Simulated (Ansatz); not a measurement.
# CuPt6: the cost of one run

Program: Ansatz 0.2.0. Level of theory: DFT PBE, scalar-relativistic, plane waves, PAW. These are calculated values, not measurements.

1 further run of the same task is left out (it didn't finish).

### Step 1. The structure to begin with

It takes space group Fm-3m (No. 225, cubic). Conventional cell: a = 7.741 Å, b = 7.741 Å, c = 7.741 Å, α = 90.00°, β = 90.00°, γ = 90.00°. Cu (site symmetry m-3m) is surrounded by 6 Pt at 2.50 Å. Around Pt (site symmetry 4mm) lie 4 Pt at 1.94 Å.

As a file:

```xyz
7
Lattice="0.0000 3.8705 3.8705 3.8705 0.0000 3.8705 3.8705 3.8705 0.0000" Properties=species:S:1:pos:R:3 pbc="T T T"
Cu    0.0000    0.0000    0.0000
Pt    5.2429    3.8705    3.8705
Pt    2.4980    3.8705    3.8705
Pt    3.8705    5.2429    3.8705
Pt    3.8705    2.4980    3.8705
Pt    3.8705    3.8705    5.2429
Pt    3.8705    3.8705    2.4980
```

A structure generator made this guess: random cell by space group and Wyckoff sites (Fm-3m, No. 225). The dimensions are guesses.

### Step 2. The guess as it stands, on a coarse mesh

File input.yaml:

```yaml
crystal:
  lattice:
    - [0.0, 3.87047044, 3.87047044]
    - [3.87047044, 0.0, 3.87047044]
    - [3.87047044, 3.87047044, 0.0]
  atoms:
    - { symbol: Cu, position: [0.0, 0.0, 0.0] }
    - { symbol: Pt, position: [0.32270012, 0.67729988, 0.67729988] }
    - { symbol: Pt, position: [0.67729988, 0.32270012, 0.32270012] }
    - { symbol: Pt, position: [0.67729988, 0.32270012, 0.67729988] }
    - { symbol: Pt, position: [0.32270012, 0.67729988, 0.32270012] }
    - { symbol: Pt, position: [0.67729988, 0.67729988, 0.32270012] }
    - { symbol: Pt, position: [0.32270012, 0.32270012, 0.67729988] }
basis:
  ecutwfc: 420
kpoints:
  mp_grid: { grid: [4, 4, 4] }
hamiltonian:
  xc: pbe
scf:
  occupations: { method: gaussian, width: 0.1 }
  lower_state_search: "off"
output:
  forces: true
  stress: true
  eigenvalues: true
```

Started as:

```console
$ ansatz run input.yaml --threads 1 --pin off --max-ram 2560MiB --backend cpu --events-out ev --progress --plain --runs-dir out
```

What time and memory should one allow on 1 thread of Intel Xeon Platinum 8259CL at 2.50GHz (Skylake/Cascade Lake), shared host?

About 5.4 s, with a peak of 0.47 GiB.
